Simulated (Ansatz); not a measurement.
# AlGaH₄SSi: one species, many methods

One table from this session's results is given with a row withheld; the runs are named, their logs left out.

Method: functionals in def2-TZVPP, the program's frozen cores in correlated methods; program: Ansatz 0.2.0, Gaussian basis.

The runs, in order: LDA (SPW92), PBE-D4, revPBE-D4, BLYP-D4, r2SCAN-D4, B97M-V, PBE0-D4, B3LYP-D4, r2SCANh-D4, r2SCAN0-D4, HSE06-D4, BHLYP-D4, CAM-B3LYP-D4, LC-ωPBE, ωB97X-V, ωB97M-V, B2PLYP, PBE-QIDH; CCSD(T)/def2-SVP; CCSD(T)/def2-TZVPP; MP2/def2-QZVPP; extrapolation to the limit; RPA on PBE.

### The geometry

An earlier PBE0-D4 in a triple-zeta def2 set relaxation fixed the geometry.

8 atoms, charge 0, spin multiplicity 1.

Atoms are counted from 1 here; the program's logs count them from 0.

Bond lengths: Al1–Si2 2.440 Å, Al1–S4 2.193 Å, Al1–H5 1.584 Å, Si2–Ga3 2.413 Å, Si2–H6 1.491 Å, Si2–H7 1.492 Å, Ga3–S4 2.250 Å, Ga3–H8 1.565 Å. Angles: Si2–Al1–S4 98.5°, Si2–Al1–H5 139.1°, S4–Al1–H5 122.4°, Al1–Si2–Ga3 77.4°, Al1–Si2–H6 121.0°, Al1–Si2–H7 117.3°, Ga3–Si2–H6 116.6°, Ga3–Si2–H7 113.3°, H6–Si2–H7 108.3°, Si2–Ga3–S4 97.8°, Si2–Ga3–H8 144.8°, S4–Ga3–H8 117.5°, Al1–S4–Ga3 86.1°.

Set-up of the first run:

File in.yaml:

```yaml
crystal:
  periodic: [false, false, false]
  atoms:
    - {symbol: Al, position_ang: [-0.483649, 1.052050, -1.188941]}
    - {symbol: Si, position_ang: [0.923211, 0.467742, 0.716976]}
    - {symbol: Ga, position_ang: [-0.462068, -1.492119, 0.464280]}
    - {symbol: S, position_ang: [-1.590532, -0.832706, -1.366769]}
    - {symbol: H, position_ang: [-0.745649, 2.283294, -2.150450]}
    - {symbol: H, position_ang: [0.810868, 1.203683, 2.008303]}
    - {symbol: H, position_ang: [2.367680, 0.209088, 0.448765]}
    - {symbol: H, position_ang: [-0.819862, -2.891022, 1.067835]}
basis:
  gaussian: {orbitals: def2-TZVPP}
hamiltonian: {xc: lda}
output: {orbitals: {seedname: orbitals}}
```

Command:

```
$ ansatz run in.yaml --threads 2 --pin off --events-out ev --progress --plain --max-ram 4352MiB
```

Among the steps run: LDA; PBE-D4 (GGA); revPBE-D4 (GGA); BLYP-D4 (GGA); r2SCAN-D4 (meta-GGA); B97M-V (meta-GGA); B3LYP-D4 (hybrid); r2SCANh-D4 (hybrid); r2SCAN0-D4 (hybrid); HSE06-D4 (hybrid); BHLYP-D4 (hybrid); CAM-B3LYP-D4 (range-separated); LC-ωPBE (range-separated); ωB97X-V (range-separated); ωB97M-V (range-separated); B2PLYP (double hybrid); PBE-QIDH (double hybrid).

One table of the session follows, with a row left open; its other results are not shown here.

It belongs to the step «Frontier levels by functional». 

```
  functional  HOMO (eV)  LUMO (eV)  gap (eV)
 LDA (SPW92)      -6.12      -3.02      3.10
      PBE-D4      -6.01      -2.82      3.19
   revPBE-D4      -5.97      -2.73      3.24
     BLYP-D4      -5.86      -2.66      3.20
   r2SCAN-D4      -6.23      -2.68      3.55
      B97M-V      -6.28      -2.80      3.48
     PBE0-D4      -6.97      -2.08      4.89
    B3LYP-D4      -6.78      -2.24      4.55
  r2SCANh-D4      -6.58      -2.41      4.17
  r2SCAN0-D4      -7.11      -2.01      5.10
    HSE06-D4      -6.59      -2.45      4.14
    BHLYP-D4      -7.81      -1.24      6.57
CAM-B3LYP-D4          ?          ?         ?
     LC-ωPBE      -9.41      -0.06      9.34
     ωB97X-V      -9.10      -0.15      8.95
     ωB97M-V      -8.87      -0.32      8.55
```

Q: Estimate the row for CAM-B3LYP-D4 from the others.

As computed: HOMO (eV): -8.15; LUMO (eV): -1.06; gap (eV): 7.08. In the column «HOMO (eV)» it lies between ωB97M-V (-8.87) and BHLYP-D4 (-7.81).
